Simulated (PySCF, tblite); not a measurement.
# SiF3 radical, a cluster model of a defect (Si site with back bonds F, F, F): EPR parameters

What EPR parameters should one expect for `F[Si](F)F`? It is drawn as: dangling bond.

Programs: tblite 0.8.0 and PySCF 2.14.0. All values are calculated, for the isolated system unless a continuum is named. Atoms count from 0, parts from 1.

## Step 1: Starting point

4 atoms, charge 0, multiplicity 2; geometry: distance geometry start.

## Step 2: Relaxing the cluster with GFN2-xTB

What the job is given:

```
{"job": {"kind": "relax", "xc": "GFN2-xTB", "basis": "xTB"}, "charge": 0, "multiplicity": 2}
Si     0.901263    -1.080970    -0.986139
F     -0.570116    -1.230796    -0.227982
F      0.833571    -0.730031    -2.642080
F      2.124996    -0.336785    -0.116537
```

Method: GFN2-xTB geometry optimisation, gas phase.

Started as:

```bash
$ OMP_NUM_THREADS=1 python cluster_run.py task.json out
```

The driver reads the jobs from task.json and runs them one after another.

Standard output:

```text
step      E/eV     max force
  0    -435.37761    2.382
  1    -435.58577    1.919
  2    -435.97721    2.944
  3    -436.09598    1.397
  4    -436.16636    0.277
  5    -436.17334    0.206
  6    -436.17408    0.063
  7    -436.17416    0.018
  8    -436.17417    0.018
  9    -436.17427    0.026
 10    -436.17429    0.012
 11    -436.17429    0.001
```

Wall time 0.13 s (1 thread of Arm Neoverse V1, shared host).

Relaxation path:

| step | energy from step 0 (eV) | largest force (eV/Å) |
| --- | --- | --- |
| 0 | 0.0000 | 2.3823 |
| 1 | -0.2082 | 1.9194 |
| 2 | -0.5996 | 2.9437 |
| 3 | -0.7184 | 1.3976 |
| 4 | -0.7887 | 0.2772 |
| 5 | -0.7957 | 0.2054 |
| 6 | -0.7965 | 0.0633 |
| 7 | -0.7965 | 0.0184 |
| 8 | -0.7966 | 0.0179 |
| 9 | -0.7967 | 0.0256 |
| 10 | -0.7967 | 0.0122 |
| 11 | -0.7967 | 0.0014 |

Close pairs (by a distance rule), those that changed most:

| bond | before (Å) | after (Å) | change (Å) |
| --- | --- | --- | --- |
| Si0–F2 | 1.694 | 1.591 | -0.103 |
| Si0–F3 | 1.676 | 1.591 | -0.085 |
| Si0–F1 | 1.662 | 1.591 | -0.071 |

## Step 3: Geometry optimisation at PBE0-D3(BJ)/def2-SVP

What the job is given:

```
{"job": {"xc": "PBE0", "basis": "def2-SVP", "d3": "d3bj", "grid": 2, "kind": "geom", "shake": 0.01}, "charge": 0, "multiplicity": 2}
Si     0.174722    -0.488264    -0.002310
F     -1.269375    -0.264206     0.682831
F     -0.031072     0.185695    -1.457097
F      1.153486     0.536629     0.766422
```

Standard output:

```text
step   0  E = -588.40483867  max force = 0.026180
step   1  E = -588.40500457  max force = 0.024418
step   2  E = -588.40768576  max force = 0.001388
step   3  E = -588.40769437  max force = 0.000296
optimisation converged
```

It took 9.2 s on 1 thread of Arm Neoverse V1, shared host; peak memory 0.32 GiB.

Step by step:

| step | energy from step 0 (eV) | largest force component (eV/Å) |
| --- | --- | --- |
| 0 | 0.0000 | 1.3462 |
| 1 | -0.0045 | 1.2556 |
| 2 | -0.0775 | 0.0714 |
| 3 | -0.0777 | 0.0152 |

Close pairs (by a distance rule), those that changed most:

| bond | before (Å) | after (Å) | change (Å) |
| --- | --- | --- | --- |
| Si0–F2 | 1.616 | 1.608 | -0.009 |
| Si0–F1 | 1.614 | 1.608 | -0.006 |
| Si0–F3 | 1.612 | 1.608 | -0.004 |

The final coordinates are the input of the step that follows.

| at the end point | value |
| --- | --- |
| point group (found at 0.08 Å tolerance) | C3v |
| rotational constants (GHz, main isotopes) | 7.184, 7.177, 3.945 |
| dipole moment (D) | 1.41 |
| ⟨S²⟩ | 0.751 |

## Step 4: g tensor and hyperfine couplings: B3LYP/IGLO-III

What the job is given:

```
{"job": {"kind": "epr"}, "charge": 0, "multiplicity": 2}
Si     0.155160    -0.412777     0.010689
F     -1.281802    -0.300776     0.722887
F      0.005829     0.160907    -1.483571
F      1.171239     0.547452     0.805271
```

With the program's defaults for keys left out, this is: UKS B3LYP, IGLO-III on F Si, non-relativistic, mean-field spin-orbit, GIAO.

Standard output:

```text
UKS, coarse grid
  cycle   1  E = -589.18792103  |g| = 6.85e-01
  cycle   2  E = -588.88001579  |g| = 1.25e+00
  cycle   3  E = -589.33546086  |g| = 2.35e-02
  cycle   4  E = -589.33565315  |g| = 1.06e-02
  cycle   5  E = -589.33568082  |g| = 8.23e-04
  cycle   6  E = -589.33568152  |g| = 6.81e-04
UKS, final grid
  cycle   1  E = -589.33573840  |g| = 1.14e-03
  cycle   2  E = -589.33573767  |g| = 1.99e-03
  cycle   3  E = -589.33573877  |g| = 4.54e-05
  cycle   4  E = -589.33573877  |g| = 2.21e-05
E = -589.33573877 Eh   <S^2> = 0.7510 (exact 0.7500)
g shifts (ppm)      1          2          3
  rmc          -233       -233       -233
  gc            120        120         65
  oz_so       -2210      -2209       -471
  total       -2324      -2322       -639
hyperfine (MHz)  atom isotope    a_iso     a_fc   dipolar eigenvalues
    0  29Si   -1455.33   -1456.42   -112.28     56.14     56.14
    1   19F     348.43     347.43   -141.17   -135.38    276.55
    2   19F     348.68     347.68   -141.20   -135.41    276.61
    3   19F     348.66     347.67   -141.33   -135.53    276.86
```

Run time: 12 s. Hardware: 1 thread of Arm Neoverse V1, shared host; peak memory 0.46 GiB.

Principal g values 2.00000, 2.00000, 2.00168; g(iso) = 2.00056, against 2.00232 for a free electron.

Mean a(iso) over the nuclei that a row names, and the largest dipolar term of the row (other rows stand at the frozen geometry):

| nuclei | isotope | a(iso) (MHz) | a(iso) (G, at g = 2.0023) | largest dipolar term (MHz) |
| --- | --- | --- | --- | --- |
| Si0 | 29Si | -1455.3 | -519.3 | -112.3 |
| F1, F2, F3 | 19F | 348.6 | 124.4 | 276.9 |

Mulliken spin populations:

| atom | value (e) |
| --- | --- |
| Si0 | 0.92 |
| F1 | 0.03 |
| F2 | 0.03 |
| F3 | 0.03 |

In first order the couplings over 0.8 MHz of 19F give 4 distinct lines over 373.1 G, if the averaged nuclei exchange fast.

## Step 5: EPR parameters: BHandHLYP/IGLO-III

Same as in step 4 but for these lines:

```diff
@@ -1,2 +1,2 @@
-{"job": {"kind": "epr"}, "charge": 0, "multiplicity": 2}
+{"job": {"kind": "epr", "xc": "BHandHLYP"}, "charge": 0, "multiplicity": 2}
 Si     0.155160    -0.412777     0.010689
```

With the program's defaults for keys left out, this is: UKS BHandHLYP, IGLO-III on F Si, non-relativistic, mean-field spin-orbit, GIAO.

Standard output:

```text
UKS, coarse grid
  cycle   1  E = -589.07917854  |g| = 6.16e-01
  cycle   2  E = -589.04320544  |g| = 7.68e-01
  cycle   3  E = -589.20767261  |g| = 2.66e-02
  cycle   4  E = -589.20823195  |g| = 9.90e-03
  cycle   5  E = -589.20830297  |g| = 2.24e-03
  cycle   6  E = -589.20830785  |g| = 4.86e-04
UKS, final grid
  cycle   1  E = -589.20834576  |g| = 2.54e-04
  cycle   2  E = -589.20834581  |g| = 2.03e-04
  cycle   3  E = -589.20834582  |g| = 8.19e-05
  cycle   4  E = -589.20834583  |g| = 1.41e-05
E = -589.20834583 Eh   <S^2> = 0.7516 (exact 0.7500)
g shifts (ppm)      1          2          3
  rmc          -235       -235       -235
  gc            119        119         63
  oz_so       -2259      -2258       -411
  total       -2375      -2374       -583
hyperfine (MHz)  atom isotope    a_iso     a_fc   dipolar eigenvalues
    0  29Si   -1493.84   -1494.92   -119.75     59.87     59.88
    1   19F     371.23     370.33   -135.90   -130.81    266.70
    2   19F     371.49     370.59   -135.93   -130.83    266.76
    3   19F     371.50     370.60   -136.04   -130.95    267.00
```

It took 12 s on 1 thread of Arm Neoverse V1, shared host; peak memory 0.46 GiB.

In short: g(iso) 2.00054.

## Step 6: Comparing the runs: EPR parameters

g, ⟨S²⟩ and isotropic hyperfine couplings (MHz), with basis size and wall time:

| run | g(iso) | ⟨S²⟩ | 29Si Si0 | 19F F1 (mean) | functions | time |
| --- | --- | --- | --- | --- | --- | --- |
| B3LYP/IGLO-III | 2.00056 | 0.751 | -1455.3 | 348.6 | 149 | 12 s |
| BHandHLYP/IGLO-III | 2.00054 | 0.752 | -1493.8 | 371.4 | 149 | 12 s |

## Step 7: Summary of results

```
                            quantity                     value
                         point group                       C3v
rotational constants (main isotopes)      7.18, 7.18, 3.94 GHz
                      g(iso) (B3LYP)                   2.00056
                                ⟨S²⟩        0.751 (exact 0.75)
  largest a(iso) (averaged by class)  29Si on Si0, -1455.3 MHz
```

What this shows: Relaxing lowered the energy by 0.078 eV in 3 steps; the close pair that moved most is Si0–F2, from 1.616 to 1.608 Å (PBE0/def2-SVP). No frequency check was run at this level, so the end point may be a saddle. Most of the unpaired spin sits on Si0 (0.92 e). The isotropic g lies 1.8 ppt below the free-electron value. The coupling of 29Si on Si0 runs from -1493.8 (BHandHLYP/IGLO-III) to -1455.3 MHz (B3LYP/IGLO-III).
